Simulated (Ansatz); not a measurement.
CsLiCr2Te2S3:

```xyz
9
Lattice="7.2896 -2.1043 0.0177 7.2896 2.1043 0.0177 -2.5332 0.0000 7.2810" Properties=species:S:1:pos:R:3 pbc="T T T"
Cs    7.2896    0.0000    0.0177
Li   -1.2666    0.0000    3.6405
Cr    3.6953    0.0000    3.1643
Cr    8.3507    0.0000    4.1521
Te   11.3199    0.0000    1.2975
Te    0.7262    0.0000    6.0190
S     1.3789    0.0000    2.8973
S    10.6672    0.0000    4.4191
S     6.0230    0.0000    3.6582
```

The cell was built by a generator and needn't be a form met in nature.

* Program: Ansatz 0.2.0
* Task: relaxation of cell and atoms
* Functional: r2SCAN
* Potentials or basis: Ansatz PAW
* Cutoff: 500 eV (not typed: the program's choice for these potentials)
* k mesh: 5 × 5 × 3
* Occupations: fermi-dirac, width 0.05 eV
* Spin: collinear spin, ferromagnetic start
* Starting moments: [0.0, 0.0, 3.0, 3.0, 0.0, 0.0, 0.0, 0.0, 0.0] μB

At the start: volume 24.84 Å³/atom.

Task: Where does the relaxation end?

Result: It ends after 8 steps and the volume is 24.46 Å³/atom (-1.5 %); space group C2/m (No. 12, to 0.05 Å); moment 5.98 μB per cell.

The path:
```tsv
step	energy change (eV)	largest force (eV/Å)	volume (Å³)
1	0.0000	0.1911	223.57
2	-0.0164	0.0855	222.64
3	-0.0262	0.0518	220.93
4	-0.0287	0.0250	220.76
5	-0.0309	0.0185	219.89
6	-0.0310	0.0425	220.07
7	-0.0316	0.0113	220.11
8	-0.0311	0.0113	220.11
```

Final structure:
```
Cs Li Cr Te S
1.0
     7.35948   -2.09645   -0.05948
     7.35948    2.09645   -0.05948
    -2.63423    0.00000    7.15433
Cs Li Cr Te S
1 1 2 2 3
Direct
  0.50000 0.50000 0.00000
  0.00000 0.00000 0.50000
  0.32691 0.32691 0.43395
  0.67309 0.67309 0.56605
  0.80992 0.80992 0.16490
  0.19008 0.19008 0.83510
  0.16075 0.16075 0.38524
  0.83925 0.83925 0.61476
  0.50000 0.50000 0.50000
```

Caveat: the magnetic or orbital state may not be the lowest; the plane-wave basis is chosen anew once the cell has moved, so the energies of steps on either side of that aren't comparable; only a ferromagnetic start was run, and an antiferromagnetic order may lie lower in energy; the PAW data sets come from PBE, with cores solved anew for the run's functional, which leaves a small shift of forces and pressure.
